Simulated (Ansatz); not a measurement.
**The Ru atom: HSE06 and PBE0 against PBE**

Aim: see what exact exchange does to the levels and moments, and what it costs. PBE is run first for comparison.

Program: Ansatz 0.2.0. Level of theory: DFT, plane waves (420 eV) with PBE-made PAW files, scalar-relativistic; functionals as named at each step. These are calculated values, not measurements.

## Step 1: The system as given

A box of 14.0 × 14.4 × 14.8 Å, with unequal sides, keeps the periodic images far apart.

As a file:

```xyz
1
Lattice="14.0000 0.0000 0.0000 0.0000 14.4000 0.0000 0.0000 0.0000 14.8000" Properties=species:S:1:pos:R:3 pbc="T T T"
Ru    7.0000    7.2000    7.4000
```

## Step 2: PBE

The run with PBE.

input.yaml reads:

```yaml
crystal:
  lattice:
    - [14.0, 0.0, 0.0]
    - [0.0, 14.4, 0.0]
    - [0.0, 0.0, 14.8]
  atoms:
    - { symbol: Ru, position: [0.5, 0.5, 0.5], spin: 4.0 }
  symmetry: { detect: false, time_reversal: true }
hamiltonian:
  xc: pbe
  pseudopotentials:
    kind: paw
    azcp:
      Ru: "pseudopotentials/Ru.paw.azcp"
basis:
  ecutwfc: 420
  fft_grid_basis: typed
kpoints:
  mp_grid: { grid: [1, 1, 1], shift: [0, 0, 0] }
magnetization:
  spin_polarized: true
scf:
  occupations: { method: fermi_dirac, width: 0.01 }
```

Started as:

```console
$ ansatz run input.yaml --threads 4 --pin off --max-ram 10240MiB --backend cpu --events-out ev --progress --plain --runs-dir out
```

## Step 3: HSE06 single point

The run with HSE06.

Changes to input.yaml since step 2:

```diff
@@ -9,3 +9,3 @@
 hamiltonian:
-  xc: pbe
+  xc: hse06
   pseudopotentials:
```

## Step 4: PBE0 single point

The run with PBE0.

Changes to input.yaml since step 3:

```diff
@@ -9,3 +9,3 @@
 hamiltonian:
-  xc: hse06
+  xc: pbe0
   pseudopotentials:
@@ -23 +23,6 @@
   occupations: { method: fermi_dirac, width: 0.01 }
+output:
+  write_density: true
+  write_potential: true
+  elf: true
+  volumetric_format: npy
```

(Steps that only read results are left out.)

**Question.** What will these runs give? Wanted: PBE: gap; PBE: magnetic state; HSE06: gap; HSE06: magnetic state; PBE0: gap; PBE0: magnetic state.

As calculated:

| quantity | value |
| --- | --- |
| PBE: gap | 0.83 eV |
| PBE: magnetic state | total moment 4.00 μB |
| HSE06: gap | 2.29 eV |
| HSE06: magnetic state | total moment 4.00 μB |
| HSE06: SCF cycles, exchange loops | 29, 2 |
| HSE06: CPU time over that of PBE | 0.56 |
| PBE0: gap | 3.03 eV |
| PBE0: magnetic state | total moment 4.00 μB |
| PBE0: SCF cycles, exchange loops | 30, 2 |
| PBE0: CPU time over that of PBE | 0.59 |

What this shows: The gap goes from 0.83 eV under PBE to 2.29 eV under HSE06. HSE06 took less CPU time than PBE here, which is no rule: the PBE run spent more cycles, searches or output. PBE0 gives a gap of 3.03 eV. The exchange operator of HSE06 was renewed in 2 outer loops. The total energies in the logs cannot be compared from one functional to another.
